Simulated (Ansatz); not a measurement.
Runs of Ansatz 0.2.0 on In3Se. The structure is cubic, space group Pm-3m (No. 221). The conventional cell has a = 4.804 Å, b = 4.804 Å, c = 4.804 Å, α = 90.00°, β = 90.00°, γ = 90.00°. Around In (site symmetry 4/mmm) lie 8 In at 3.40 Å and 4 Se at 3.40 Å. Se (site symmetry m-3m) is surrounded by 12 In at 3.40 Å. The cell comes from a database or a generator and needn't be the stable form of this composition.

| level | gap on the mesh (eV) | pressure (GPa) | relaxed volume (Å³/atom) |
| --- | --- | --- | --- |
| PBEsol+D4 | none | 0.0 | (a) |
| PBEsol+D3(BJ) | none | 0.0 | 24.22 |
| PBEsol+D3(BJ)-ATM | none | 0.0 | 24.35 |
| PBEsol | none | 0.0 | 25.48 |

Alike in all rows: task relaxation of cell and atoms; potentials or basis Ansatz PAW; no spin polarisation; cell relaxed; k mesh 6 × 6 × 6; cutoff (eV) 420; smearing fermi-dirac 0.05 eV.

Question: Estimate the missing entries.

Answer: (a) 24.73.

Caveats: the plane-wave basis is chosen anew once the cell has moved, so the energies of steps on either side of that aren't comparable; the PAW data sets come from PBE, with cores solved anew for the run's functional, which leaves a small shift of forces and pressure; pairwise dispersion overbinds metals, which lowers pressure and volume (some runs).

A k mesh can miss the band edges, and the runs leave out spin-orbit coupling on In, Se.

A gap of «none» marks a metal or a gap under the smearing width.
